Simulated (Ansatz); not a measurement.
## ClK: an active-space calculation, step by step

Program: the Ansatz DFT code, driven from Python.

`clk.xyz`
```text
2

K     0.00000    0.00000    0.00000
Cl    0.00000    0.00000    2.91500
```

The cells in order, each with its output:

```python
import ansatz as az

config = {
    "basis_set": "def2-SVP",
}
```

```python
molecule = az.Crystal.molecule_from_extxyz("clk.xyz")
```

```python
calculation = (
    molecule.calculation()
    .basis(gaussian=config["basis_set"])
    .correlation(active_electrons=4, active_orbitals=4)
)
for method in [None]:
    rep = (calculation if method is None else calculation.correlation(method)).run(threads=1).report
    space = rep["configurations"]
    state = space["states"][0]
    print(method or "casscf", f"total {rep['free_energy_ev'] / 27.211386246:.6f} Ha, active-space state {state['energy']['hartree']:.6f} Ha, mean field {rep['reference_energy_ev'] / 27.211386246:.6f} Ha")
    print("  determinants", state["n_determinants"], " natural occupations", [round(n, 3) for n in space["natural_occupations"]])
```

    casscf total -1058.530286 Ha, active-space state -1058.530286 Ha, mean field -1058.506317 Ha
      determinants 36  natural occupations [1.99, 1.99, 0.01, 0.01]

Reading the output:
- The settings weren't tested for convergence.
- The geometry is a force-field or estimated start, not a minimum of this method, and the basis set is short of its limit. The active space starts as a window about the frontier orbitals and is then optimised, not chosen by chemistry.
- Run time: 3.1 s on 1 thread of Arm Neoverse V1, on a shared host, peak memory 0.15 GiB.
